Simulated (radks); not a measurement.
# Ni⁺ in [Ne] 3s1.5 3p6 3d9 4p0.5: an all-electron calculation

Aim: the levels, the sizes of the orbitals and the parts of the energy of the nickel ion Ni+.

Method: non-relativistic Kohn-Sham, exchange-only B88, spin-polarised, spherical densities, point nucleus; open shells are filled with parallel spins first. Code: radks (a radial shooting solver on a logarithmic mesh, Libxc functionals) version 1.

## 1. The system

| Item | Value |
| --- | --- |
| element | nickel (Z = 28) |
| charge | +1 |
| electrons | 27 |
| configuration | [Ne] 3s1.5 3p6 3d9 4p0.5 |

## 2. The calculation

Input:

```text
Z 28
configuration [Ne] 3s1.5 3p6 3d9 4p0.5 4s0 4d0
relativity non-relativistic
functional b88,
spin polarised
nucleus point
```

Run with:

```sh
$ python run_ks.py task.json out
```

This one command runs every case of the session in turn.

What does the calculation give?

**Answer**, as computed:

```
                        quantity                   value
                    total energy     -1504.91318 hartree
exchange-correlation share of it                  4.09 %
                            −T/E                  1.0000
          highest occupied level        4p up, -7.380 eV
    most extended occupied level  4p up, <r> = 3.43 bohr
 radius at density 0.001 e/bohr³               3.75 bohr
    maxima of the radial density                       3
```

What this shows: 4 principal shells are occupied and 3 maxima appear in the radial density; where shells overlap, one shows as a shoulder or not at all. The ratio −T/E is 1.0000; for a non-relativistic Coulomb system it is 1 up to the kinetic part of correlation. This is not the tabulated ground configuration, so its levels and sizes aren't those of the ground state, and no measured value stands beside it.
